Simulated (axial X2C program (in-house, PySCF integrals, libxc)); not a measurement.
# A two-component session on AsF⁻: properties at the nuclei

Wanted for AsF⁻: properties at the nuclei, at the two-component level.

The runs use an in-house X2C program for linear molecules on PySCF integrals; two-component X2C with atomic mean-field terms, As dyall-acv3z, F dyall-av3z.

All values are calculated.

## Step 1: The job

task.json

```json
{"zs": [33, 9], "q": -1, "bas": ["dyall-acv3z", "dyall-av3z"], "r0": 1.85, "levels": ["PBE0", "HF", "r2SCAN", "B3LYP", "LDA"], "nst": 3}
```

Keys: zs atomic numbers; q charge; bas basis sets; r0 starting distance in Å; levels methods (HF also brings MP2); nst determinants followed.

Command:

```
$ python soeom.py task.json out
```

Further steps of the session: Expectation values, lowest determinant; Expectation values, a higher determinant; Expectation values, a higher determinant.

Q: Predict the outcome of this session. Wanted: lowest determinant; Eeff magnitude; Ws magnitude As; A∥/gI As; qzz As; higher determinant (for each run or level that gives them).

The runs gave:

```
                                        quantity                                                  value
                              lowest determinant                Ω = 3/2 (excess of +ω over −ω: ω = 3/2)
                    Eeff magnitude (GV/cm), PBE0                                                   0.25
                     Ws magnitude As (kHz), PBE0                                                 0.0746
                            A∥/gI As (MHz), PBE0                                                    240
                             qzz As (a.u.), PBE0                                                   5.23
                              higher determinant                Ω = 1/2 (excess of +ω over −ω: ω = 1/2)
Eeff magnitude (GV/cm), PBE0, higher determinant                                                  0.016
 Ws magnitude As (kHz), PBE0, higher determinant                                                 0.0283
        A∥/gI As (MHz), PBE0, higher determinant                                                   1680
         qzz As (a.u.), PBE0, higher determinant                                                   5.09
                              higher determinant  Ω = 1/2 (excess of +ω over −ω: 2 × ω = -1/2, ω = 3/2)
Eeff magnitude (GV/cm), PBE0, higher determinant                                                   1.11
 Ws magnitude As (kHz), PBE0, higher determinant                                                  0.973
        A∥/gI As (MHz), PBE0, higher determinant                                                  -1660
         qzz As (a.u.), PBE0, higher determinant                                                   1.88
```

In words: In the first state, the effective field runs from 0.0866 to 0.889 GV/cm over the mean-field levels, so the levels don't agree on it. The expectation values come from single determinants, which for open shells can mix terms of unlike spin or miss the lowest Ω, so a determinant need not be a state. Eeff is the effective electric field on the electron dipole moment in this Ω state and Ws the scalar–pseudoscalar constant (defined with the proton number Z and per Ω); A∥ is the parallel hyperfine constant, which follows by multiplying with the nuclear g factor gI = μI/(I μN); qzz is the electric field gradient, eQq0 = 234.96 MHz × Q/barn × qzz. The operators were transformed with the bare-nucleus X2C matrices.
